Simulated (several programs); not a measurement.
# Many methods on one cell: NaTlTe2 (ordering on zincblende)

An ordered 4-atom cell of NaTlTe2 on the zincblende lattice (P-4m2), relaxed with r2SCAN in Ansatz, was computed with several methods. Space group P-4m2 (No. 115), tetragonal; conventional cell a = 4.635 Å, c = 7.423 Å, 39.86 Å³ an atom. Na has 4 Te at 3.06 Å; Te has 2 Tl at 2.88 Å and 2 Na at 3.06 Å; Tl has 4 Te at 2.88 Å. Simulation only: spin-unpolarised, and no claim that this is the phase found in nature.

```
CELL_PARAMETERS angstrom
4.63459 0.00000 0.00000
0.00000 4.63459 0.00000
0.00000 0.00000 7.42294
ATOMIC_POSITIONS crystal
Na 0.00000 0.00000 0.00000
Te 0.00000 0.50000 0.26857
Tl 0.50000 0.50000 0.50000
Te 0.50000 0.00000 0.73143
```

Gaps and times are for a single point on this cell; volume and bulk modulus come from each method's own relaxation or energy curve at fixed shape, which is too stiff where a cell has free coordinates or axes. Times are rough, from shared hosts (Arm Neoverse N1; Arm Neoverse V2), and each method has its own mesh and cell size. A double dagger marks a value from a curve with shape and coordinates held. A star marks a curve whose lowest point is an end point. PM6 (MOPAC), PM7 (MOPAC), GFN1-xTB (tblite), GFN2-xTB (tblite) treat a cluster of cells at its zone centre, which samples few k points: where these miss a band edge, the gap comes out too large for that reason alone. Gaps from k meshes are read at a limited set of points (mesh, symmetry points, PBE's band edges), so each method's own least gap may be somewhat smaller. xTB and the PM methods were fitted mostly to molecules, and can miss a solid's gap by electronvolts. Minimal bases can be far off for gaps. Times of the plane-wave ladder aren't listed, since it ran on unlike processors and cards. GLLB-SC's gap includes the derivative discontinuity. d marks a direct gap, i an indirect one (no mark: not told apart), a dash a value that wasn't computed or didn't pass its checks.

| method | kind | gap (eV) | own volume (Å³/atom) | bulk modulus (GPa) | atoms computed | processor time |
| --- | --- | --- | --- | --- | --- | --- |
| PBEsol | semilocal | – | 39.13 | – | 4 | – |
| PM6 (MOPAC) | semi-empirical | 6.55 | – | – | cluster | 0.61 s |
| GFN1-xTB (tblite) | tight binding | 0.59 | 41.12‡ | 34‡ | cluster | 1.1 s |
| GFN2-xTB (tblite) | tight binding | 0 | 43.84*‡ | 19*‡ | cluster | 1.8 s |
| light PBE (260 eV and a coarse mesh) | light plane-wave | 0.03 d | – | – | 4 | 2.1 s |
| PM7 (MOPAC) | semi-empirical | 7.28 | – | – | cluster | 2.6 s |
| PBE/SZV (CP2K) | small basis | 0 | 43.04‡ | 24‡ | 4 | 11 s |
| PBE/single zeta (GPAW) | small basis | 0.09 i | – | – | 4 | 12 s |
| PBE | semilocal | 0.07 d | 41.29 | 22‡ | 4 | – |
| PBE/DZVP (CP2K) | small basis | 0.04 d | 41.70‡ | 24‡ | 4 | 18 s |
| GLLB-SC (GPAW) | model potential | 0.63 | – | – | 4 | 28 s |
| r2SCAN | semilocal | 0.31 d | 39.86 | 26‡ | 4 | – |
| LDA | semilocal | 0 | 37.37 | – | 4 | – |
| PBE+SOC | semilocal | 0.13 i | – | – | 4 | – |
| HSE06 | hybrid | 0.70 d | 39.84 | – | 4 | – |
| PBE0 | hybrid | 1.32 d | – | – | 4 | – |

Against HSE06 (0.70 eV) and with closed or daggered gaps left aside, the nearest gap at the points sampled is that of GLLB-SC (GPAW) (-0.07 eV) and the farthest that of PM7 (MOPAC) (+6.58 eV). HSE06 is only a yardstick of convenience, and nearness to it can be luck.

Volumes against r2SCAN's: PBEsol -1.8 %, PBE +3.6 %, LDA -6.2 %, HSE06 0.0 %.

Only the rows marked +SOC include spin-orbit coupling.
